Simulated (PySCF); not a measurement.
# The bond of BiSe, level by level

One table from this session's results is given with a row withheld; the runs are named, their logs left out.

Method: Bi x2c-TZVPPall, Se x2c-TZVPPall, spin-free X2C with a Gaussian nucleus; program: PySCF 2.14.0.

Set-up of the first run:

The job is set up so:

```
atoms                         : Bi, Se
charge                        : 0
basis                         : Bi x2c-TZVPPall, Se x2c-TZVPPall
Hamiltonian                   : spin-free X2C with a Gaussian nucleus
basis functions               : 131
electrons treated             : 117
masses in u                   : 208.9804, 79.9165
levels                        : PBE0, PBE, r²SCAN, revPBE, M06-2X, TPSSh, BLYP, LC-ωPBE, HF, MP2, SCS-MP2
grid                          : 80 radial by 434 angular points
occupations                   : held fixed by the projection of orbital angular momentum
dissociation limit            : Bi + Se, each in its ground configuration
starting distance in angstrom : 2.575
values of 2S to try           : 1, 3, 5
```

Started as:

```
$ OMP_NUM_THREADS=2 python dia.py task.json out
```

Among the steps run: Input; First curve: PBE0; Higher solutions at PBE0; PBE (GGA); r²SCAN (meta-GGA); revPBE; M06-2X; TPSSh (hybrid meta-GGA); BLYP; LC-ωPBE; UHF.

One table of the session follows, with a row left open; its other results are not shown here.

| level | Re (Å) | ωe (cm⁻¹) | De (eV) | μ (D) |
| --- | --- | --- | --- | --- |
| PBE | 2.436 | 281.5 | 3.44 | -2.39 |
| revPBE | 2.444 | 278.0 | 3.14 | -2.47 |
| BLYP | 2.464 | 268.8 | 3.42 | -2.39 |
| r²SCAN | 2.412 | 292.4 | 3.04 | -2.58 |
| TPSSh | 2.416 | 292.3 | 3.15 | -2.60 |
| PBE0 | ? | ? | ? | ? |

**Question.** Estimate the row for PBE0.

As computed: Re (Å): 2.405; ωe (cm⁻¹): 296.7; De (eV): 2.93; μ (D): -2.64. In the column «Re (Å)» it is the lowest.

De is counted to Bi + Se in their ground configurations.

Limits of these values: At some levels the lowest empty orbital lies below the highest filled one (the two can be of opposite spin).
